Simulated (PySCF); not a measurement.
# CH4BrClSi: the cost of one run

The runs use PySCF 2.14.0, with density-fitted response routines of our own; the level of theory stands in each step. All values are computed, except where a source is named. Atoms are numbered from 0 throughout.

## 1. The starting structure

8 atoms, charge 0, multiplicity 1; geometry from: PBE0-D3(BJ)/def2-SVP.

Bonds of the start (Å): Si0–C1 1.90, C1–Cl2 1.78, C1–Br3 1.95, Si0–H4 1.49, Si0–H5 1.49, Si0–H6 1.49, C1–H7 1.10.

## 2. Excited states and response: B3LYP/def2-SVPD

The job: settings as JSON, then the geometry in Å.

```
{"job": {"kind": "uv", "xc": "B3LYP", "basis": "def2-SVPD", "ip": true}, "charge": 0, "multiplicity": 1}
Si    -0.021360    -0.250405     0.231912
C      1.851494     0.055003     0.069059
Cl     2.737988    -1.083005     1.106742
Br     2.240876     1.908543     0.517735
H     -0.401645    -0.040287     1.654675
H     -0.302379    -1.654308    -0.188544
H     -0.736956     0.703011    -0.664354
H      2.222537    -0.083289    -0.954679
```

Method: TDDFT B3LYP/def2-SVPD, vertical, gas phase, core orbitals frozen in the response.

Command:

```bash
OMP_NUM_THREADS=1 python probes_run.py task.json out
```

The driver reads the jobs from task.json and runs them one after another.

Q: Estimate the wall time and peak memory of this first job on 1 thread of Arm Neoverse V1, shared host.

About 1.7 min, with a peak of 0.64 GiB.
